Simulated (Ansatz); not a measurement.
# OsPd4: the cost of one run

Computed with Ansatz 0.2.0 (DFT PBE, scalar-relativistic, plane waves, PAW, unless a step's input says otherwise).

1 further run of the same task is left out (it didn't finish).

## Step 1: The structure to begin with

It takes space group P-43m (No. 215, cubic). The conventional cell has a = 4.328 Å, b = 4.328 Å, c = 4.328 Å, α = 90.00°, β = 90.00°, γ = 90.00°. Pd (site symmetry 3m) has 1 Os at 1.87 Å as nearest neighbours. Around Os (site symmetry -43m) lie 4 Pd at 1.87 Å.

Structure file:

```
CELL_PARAMETERS angstrom
4.32807 0.00000 0.00000
0.00000 4.32807 0.00000
0.00000 0.00000 4.32807
ATOMIC_POSITIONS crystal
Pd 0.25000 0.25000 0.25000
Pd 0.75000 0.75000 0.25000
Pd 0.25000 0.75000 0.75000
Pd 0.75000 0.25000 0.75000
Os 0.00000 0.00000 0.00000
```

A structure generator made this guess: species swapped into a database cell of SnI4 (P-43m, No. 215), with Os on the Sn sites and Pd on the I sites. The dimensions are guesses.

## Step 2: A first look at the guess

input.yaml reads:

```yaml
crystal:
  lattice:
    - [4.32807116, 0.0, 0.0]
    - [0.0, 4.32807116, 0.0]
    - [0.0, 0.0, 4.32807116]
  atoms:
    - { symbol: Pd, position: [0.25, 0.25, 0.25] }
    - { symbol: Pd, position: [0.75, 0.75, 0.25] }
    - { symbol: Pd, position: [0.25, 0.75, 0.75] }
    - { symbol: Pd, position: [0.75, 0.25, 0.75] }
    - { symbol: Os, position: [0.0, 0.0, 0.0] }
basis:
  ecutwfc: 420
kpoints:
  mp_grid: { grid: [4, 4, 4] }
hamiltonian:
  xc: pbe
scf:
  occupations: { method: gaussian, width: 0.1 }
  lower_state_search: "off"
output:
  forces: true
  stress: true
  eigenvalues: true
```

Run with:

```console
> ansatz run input.yaml --threads 1 --pin off --max-ram 2560MiB --backend cpu --events-out ev --progress --plain --runs-dir out
```

**Question.** How long does this run take on 1 thread of Arm Neoverse V1, shared host, and how much memory does it need?

About 3.9 s, with a peak of 0.31 GiB.
